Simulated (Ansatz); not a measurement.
# ScCl3: how energies converge with the basis set

An exercise on one series of results from a longer session: the logs are not shown, and one member is left open.

Computed with Ansatz 0.2.0, Gaussian basis. Level: one geometry, several basis sets.

Levels to be run: PBE0-D4/def2-SVP; ωB97M-V/def2-SVP; PBE0-D4/def2-QZVPP; ωB97M-V/def2-QZVPP; the functionals' def2-TZVPP values are taken from earlier runs.

## The geometry

An earlier PBE0-D4 in a triple-zeta def2 set relaxation fixed the geometry.

4 atoms, charge 0, spin multiplicity 1.

Atoms are counted from 1 here; the program's logs count them from 0.

Bond lengths: Cl1–Sc2 2.269 Å, Sc2–Cl3 2.269 Å, Sc2–Cl4 2.269 Å. Angles: Cl1–Sc2–Cl3 120.0°, Cl1–Sc2–Cl4 120.0°, Cl3–Sc2–Cl4 120.0°.

Set-up of the first run:

in.yaml

```yaml
crystal:
  periodic: [false, false, false]
  atoms:
    - {symbol: Cl, position_ang: [0.556869, 0.611642, 2.106608]}
    - {symbol: Sc, position_ang: [0.012894, -0.015357, -0.004693]}
    - {symbol: Cl, position_ang: [0.395279, -2.143907, -0.689996]}
    - {symbol: Cl, position_ang: [-0.909442, 1.487322, -1.432219]}
basis:
  gaussian: {orbitals: def2-SVP}
hamiltonian: {xc: pbe0, dispersion: d4}
output: {orbitals: {seedname: orbitals}}
```

Run with:

```bash
> ansatz run in.yaml --threads 4 --pin off --events-out ev --progress --plain --max-ram 10444MiB
```

Steps of the session up to this table: PBE0-D4 in def2-SVP; ωB97M-V in def2-SVP; PBE0-D4 in def2-QZVPP; ωB97M-V in def2-QZVPP.

One of the session's tables, all rows but one given; the rest of the session is left out.

It belongs to the step «Functionals by basis». 

```
functional       basis  HOMO (eV)  LUMO (eV)
   PBE0-D4    def2-SVP      -9.08      -3.21
   PBE0-D4  def2-TZVPP      -9.26      -3.23
   PBE0-D4  def2-QZVPP          ?          ?
   ωB97M-V    def2-SVP     -11.21      -1.29
   ωB97M-V  def2-TZVPP     -11.47      -1.43
   ωB97M-V  def2-QZVPP     -11.49      -1.43
```

**Question.** Estimate the row for PBE0-D4, def2-QZVPP.

**Answer.** HOMO (eV): -9.27; LUMO (eV): -3.22. In the column «HOMO (eV)» it lies between ωB97M-V, def2-SVP (-11.21) and PBE0-D4, def2-TZVPP (-9.26).
